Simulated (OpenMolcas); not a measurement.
**CCSD(T)/aug-cc-pVDZ run of GaCl (SMILES [Cl][Ga]), part 1 of 2**

Aim: the vertical singlet–triplet gap of GaCl at CCSD(T)/aug-cc-pVDZ, from 2 runs. 

The results are computed with OpenMolcas 26.06.

2 further runs of the same task are left out: 2 set aside as unsound or not needed.

### Step 1. The system as given

The species is GaCl (2 atoms), meant as a singlet with charge 0. As SMILES, `[Cl][Ga]`. The coordinates come from a PBE0-D4/def2-TZVP relaxation.

Bond lengths: Cl1–Ga2 2.216 Å.

### Step 2. A single-point energy at CCSD(T)/aug-cc-pVDZ

The input, job.input:

```
* ClGa CCSD(T)

&GATEWAY
  BasLib = $CurrDir
  Coord
  2
  bohr
  Cl     0.00000000     0.00000000    -0.04452195
  Ga     0.00000000     0.00000000     4.14258202
  Basis = aug-cc-pVDZ
  Group = NoSym

&SEWARD

&SCF
  PrOrbitals = 0

&RASSCF
  FileOrb = $Project.ScfOrb
  Spin = 1
  Nactel = 0 0 0
  Inactive = 24
  Ras2 = 0
  OutOrbitals = Canonical
  OrbListing = Nothing

&MOTRA
  JobIph
  Frozen = 14

&CCSDT
  CCT
  Triples = 2
  Iterations = 50
  Extrapolation = 5 4
```

The basis set aug-cc-pVDZ is read from a file made from the Basis Set Exchange's data (not shown).

Command:

```sh
$ export MOLCAS_MEM=1860
$ pymolcas job.input > job.log
```

Log:

```text
--- Start Module: gateway ---

                                              &GATEWAY

                       available to each process: 1.9 GB of memory, 1 thread

 Basis Set     1 Label: CL.AUG-CC-PVDZ
 Basis set is read from library:.
 basistype.tbl is not found

 Basis Set     2 Label: GA.AUG-CC-PVDZ
 Basis set is read from library:.
 basistype.tbl is not found

++    Symmetry information:
      ---------------------

                    Character Table for C1

                             E
                    a        1  x, y, xy, Rz, z, xz, Ry, yz, Rx, I
--

++    Basis set information:
      ----------------------

      Basis set label: CL.AUG-CC-PVDZ.........

      Electronic valence basis set:
      ------------------
      Associated Effective Charge  17.000000 au
      Associated Actual Charge     17.000000 au
      Nuclear Model: Point charge

      Shell  nPrim  nBasis  Cartesian Spherical Contaminant
         s      13       5        X
         p       9       4        X
         d       2       2                 X

      Basis set label: GA.AUG-CC-PVDZ.........

      Electronic valence basis set:
      ------------------
      Associated Effective Charge  31.000000 au
      Associated Actual Charge     31.000000 au
      Nuclear Model: Point charge

      Shell  nPrim  nBasis  Cartesian Spherical Contaminant
         s      15       6        X
         p      12       5        X
         d       7       3                 X
--

++    Molecular structure info:
      -------------------------

                    ************************************************
                    **** Cartesian Coordinates / bohr, angstrom ****
                    ************************************************

     Center  Label                x              y              z                     x              y              z
        1      CL1              0.000000       0.000000      -0.044522              0.000000       0.000000      -0.023560
        2      GA2              0.000000       0.000000       4.142582              0.000000       0.000000       2.192160
--

            Nuclear Potential Energy            125.86264964 au

--- Stop Module: gateway /rc=_RC_ALL_IS_WELL_ ---

--- Start Module: seward ---

                                              &SEWARD

                       available to each process: 1.9 GB of memory, 1 thread

               SEWARD will generate:
                  Multipole Moment integrals up to order  2
                  Kinetic Energy integrals
                  Nuclear Attraction integrals (point charge)
                  One-Electron Hamiltonian integrals
                  Velocity integrals
                  Orbital angular momentum around (  0.0000   0.0000   2.7333 )
                  Velocity quadrupole around (  0.0000   0.0000   2.7333 )
                  Two-Electron Repulsion integrals

                   Integrals are discarded if absolute value <: 1.00E-14
                   Integral cutoff threshold is set to       <: 1.00E-16

            Nuclear Potential Energy            125.86264964 au

      Basis set specifications :
      Symmetry species         a
      Basis functions           63

--- Stop Module: seward /rc=_RC_ALL_IS_WELL_ ---
--- Module seward spent 1 second ---

--- Start Module: scf ---

                                                &SCF

                       available to each process: 1.9 GB of memory, 1 thread

++    Input section:
      --------------

      Header of the integral files:

      Cartesian coordinates in angstrom:
      -----------------------------------------------------
      No.  Label        X            Y            Z
      -----------------------------------------------------
       1   CL1        0.00000000   0.00000000  -0.02356000
       2   GA2        0.00000000   0.00000000   2.19216000
      -----------------------------------------------------
      Nuclear repulsion energy =  125.86264964
--

++    Orbital specifications:
      -----------------------

      Symmetry species               1
                                     a
      Frozen orbitals                0
      Occupied orbitals             24
      Secondary orbitals            39
      Deleted orbitals               0
      Total number of orbitals      63
      Number of basis functions     63
--

      Molecular charge                           0.000

++    Optimization specifications:
      ----------------------------

      SCF Algorithm: Conventional
      Minimized density differences are used
      Number of density matrices in core                 5
      Maximum number of NDDO SCF iterations            400
      Maximum number of HF SCF iterations              400
      Threshold for SCF energy change             1.00E-09
      Threshold for density matrix                1.00E-04
      Threshold for Fock matrix                   1.50E-04
      Threshold for linear dependence             1.00E-09
      Threshold at which DIIS is turned on        1.50E-01
      Maximum depth in the DIIS procedure                5
      Maximum depth in the BFGS Hessian update          30
      Threshold at which QNR/C2DIIS is turned on  7.50E-02
      Threshold for Norm(delta) (QNR/C2DIIS)      1.00E-03
      All orbitals punched on: SCFORB
--

      Input vectors read from INPORB
      Orbital file label: *Guess orbitals

++ Convergence information
                                   SCF        iterations: Energy and convergence statistics

Iter     Tot. SCF        One-elec.       Two-elec.     Energy      Max Dij or  Max Fij      DNorm      TNorm      AccCon     Time
[... 14 lines left out ...]
       Convergence after   9 Iterations
[... 3 lines left out ...]
 *                                             SCF/KS-DFT Program, Final results                                             *
 *                                                       Final Results                                                       *
[... 36 lines left out ...]
      Dipole Moment (debye):
[... 31 lines left out ...]
      Nuclear repulsion energy =  125.86264964
[... 68 lines left out ...]
                                         RASSCF iterations: Energy and convergence statistics
[... 9 lines left out ...]
      Convergence after  4 iterations
[... 2 lines left out ...]
      Natural orbitals and occupation numbers for root  1
[... 2 lines left out ...]
      *                                                    Final results                                                     *
[... 2 lines left out ...]
++    Final optimization conditions:
[... 3 lines left out ...]
      RASSCF energy for state  1                  -2382.79723578
[... 9 lines left out ...]
      Final state energy(ies):
[... 2 lines left out ...]
::    RASSCF root number  1 Total energy:  -2382.79723578
      Von Neumann Entropy (Root   1) = -0.00000
[... 28 lines left out ...]
      Dipole Moment (debye):
[... 12 lines left out ...]
      Natural orbitals for root   1 are written to the RASORB.1 file
      Spin density orbitals for root   1 are written to the SPDORB.1 file
[... 9 lines left out ...]
      *** WARNING: Default frozen orbitals is overwritten by user input.
[... 14 lines left out ...]
      Nuclear repulsion energy =  125.86264964
[... 31 lines left out ...]
      Symmetry species                           1
      Frozen orbitals                           14
      Deleted orbitals                           0

      Wave function specifications from previous RASSCF:
      --------------------------------------------------

      Number of closed shell electrons          48
      Number of electrons in active shells       0
      Max number of holes in RAS1 space          0
      Max number of electrons in RAS3 space      0
      Number of inactive orbitals               24
      Number of active orbitals                  0
      Number of secondary orbitals              39
      Spin quantum number                      0.0
      State symmetry                             1
      Number of configuration state fnc.         1
      Number of root(s) available                1
      CI root used                               1
      This is a closed shell RHF reference function

      Orbital specifications from previous RASSCF:
      --------------------------------------------

      Symmetry species                           1
      Frozen orbitals                            0
      Inactive orbitals                         24
      Active orbitals                            0
      Secondary orbitals                        39
      Deleted orbitals                           0
      Number of basis functions                 63

      SCF energy:  -2382.79723578
      -----------

      Required WRK size-sum :               652279

      Wave function specifications:
      -----------------------------

      Spin mutiplicity                           1
      State symmetry                             1

      Orbital specifications:
      -----------------------

      Symmetry species                           1
      Total no. of orbitals                     49
      No. of occupied orbitals with alpha spin  10
      No. of occupied orbitals with beta spin   10
      No. of virtual orbitals with alpha spin   39
      No. of virtual orbitals with beta spin    39

      Methods and options:
      --------------------

      Max no. of iterations                  50
      Type of denominators                  diagonal Fock matrix elements
      energy convergence criterium                0.00000010000000

 DIIS EXTRAPOLATION USED     : YES
 FIRST ITERATION OF EXT.     :  5
 EXTRAPOLATION CYCLE         :  4

 SPIN ADAPTATION             : NONE
 RST. INF. WILL BE SAVED IN  : RSTART
 PREFERENCE MATRIX MULT.     : NORMAL
 DENOMINATOR SHIFT FOR OCC.  :      0.00000
 DENOMINATOR SHIFT FOR VIRT. :      0.00000
 LEVEL OF OUTPUT PRINTING    : MINIMAL
 INPUT/OUTPUT HANDLING       : Standard SQ
 MATRIX OPERATIONS           : ESSL

  nProcs, myRank                    1                    0
  Basic Work space requirements    :              1045284
  Max Size            232498275
  Final Work space requirements    :              1196547
  Allocation of work space   : Done

      Iteration       Total enegy      Corr. energy      Difference
          1        -2383.00677105      -0.20953527      -0.20953527
          2        -2383.02103035      -0.22379457      -0.01425930
          3        -2383.02680262      -0.22956684      -0.00577227
[... 8 lines of this table left out ...]
         12        -2383.02927781      -0.23204203       0.00000009
      Convergence after                    13  Iterations

      Total energy (diff) :   -2383.02927781       0.00000009
      Correlation energy  :        -0.2320420256130
      Reference energy    :     -2382.7972357828307
      E1aa   contribution :       0.00000000
      E1bb   contribution :       0.00000000
      E2aaaa contribution :      -0.02574956
      E2bbbb contribution :      -0.02574956
      E2abab contribution :      -0.18054291

 Five largest amplitudes of :T1aa
  SYMA   SYMB   SYMI   SYMJ     A      B      I      J     VALUE
    1      0      1      0      2      0      8      0     0.0171059540
    1      0      1      0      1      0      9      0    -0.0171059540
    1      0      1      0      6      0      8      0    -0.0137062576
    1      0      1      0      5      0      9      0     0.0137062576
    1      0      1      0      7      0      7      0    -0.0126055615
 Euclidian norm is :     0.0460051249

 Five largest amplitudes of :T1bb
  SYMA   SYMB   SYMI   SYMJ     A      B      I      J     VALUE
    1      0      1      0      2      0      8      0     0.0171059540
    1      0      1      0      1      0      9      0    -0.0171059540
    1      0      1      0      6      0      8      0    -0.0137062576
    1      0      1      0      5      0      9      0     0.0137062576
    1      0      1      0      7      0      7      0    -0.0126055615
 Euclidian norm is :     0.0460051249

 Five largest amplitudes of :T2aaaa
  SYMA   SYMB   SYMI   SYMJ     A      B      I      J     VALUE
    1      1      1      1     22     21      9      8    -0.0252311701
    1      1      1      1     34     22      9      8     0.0128259596
    1      1      1      1     35     21      9      8    -0.0128259596
    1      1      1      1     35     34      9      8    -0.0121905869
    1      1      1      1     32     31      9      8    -0.0117517178
 Euclidian norm is :     0.1049510768

 Five largest amplitudes of :T2bbbb
  SYMA   SYMB   SYMI   SYMJ     A      B      I      J     VALUE
    1      1      1      1     22     21      9      8    -0.0252311701
    1      1      1      1     34     22      9      8     0.0128259596
    1      1      1      1     35     21      9      8    -0.0128259596
    1      1      1      1     35     34      9      8    -0.0121905869
    1      1      1      1     32     31      9      8    -0.0117517178
 Euclidian norm is :     0.1049510768

 Five largest amplitudes of :T2abab
  SYMA   SYMB   SYMI   SYMJ     A      B      I      J     VALUE
    1      1      1      1      6      6     10     10    -0.0443107868
    1      1      1      1      5      5     10     10    -0.0443107868
    1      1      1      1      2      6     10     10     0.0427704142
    1      1      1      1      6      2     10     10     0.0427704142
    1      1      1      1      1      5     10     10     0.0427704142
 Euclidian norm is :     0.3384799985

      Happy Landing!

  **********************************
   Triples Contribution Calculation
  **********************************

 NORB  49
 NOA   10
 NOB   10
 NVA   39
 NVB   39

 NUMBER OF IRREPS             :  1
 MULTIPLICITY                 :  1
 OVERALL SYMMETRY STATE       :  1
 METHOD                       : CCSD+T(CCSD)+<T3(1)WT1> = CCSD(T)
 TYPE OF DENOMINATOR          : DIAGONAL
 SPIN ADAPTATION             : NONE
 CCSD RESULTS LOAD FROM FILE : RSTART
 PREFERENCE MATRIX MULT.     : NORMAL
 DENOMINATOR SHIFT FOR OCC.  :  0.00000E+00
 DENOMINATOR SHIFT FOR VIRT. :  0.00000E+00
 LEVEL OF OUTPUT PRINTING    : MINIMAL
 INPUT/OUTPUT HANDLING       : Standard SQ
 MATRIX HANDLING             : ESSL
 IJ CYCLE SEGMENTED          : NO

  Work space requirements :               832758
  Allocation of work space : Done
       CCSD     =     -2383.0292778084440
       T3 corr. =        -0.0076695922043
       CCSD + T3=     -2383.0369474006484
  T3 energy decomposition into spin parts
  Eaaa =  -2.3409501981916102E-004
  Eaab =  -3.6007010823105815E-003
  Eabb =  -3.6007010823105793E-003
  Ebbb =  -2.3409501981916104E-004

      Happy Landing!

--- Stop Module: ccsdt /rc=_RC_ALL_IS_WELL_ ---
--- Module ccsdt spent 5 seconds ---

.##################.
.# Happy landing! #.
.##################.

    Timing: Wall=8.22 User=7.09 System=1.11
```

It took 8.7 s on 1 thread of Arm Neoverse V1, shared host; peak memory 0.4 GiB.

(Continued in part 2 of 2.)
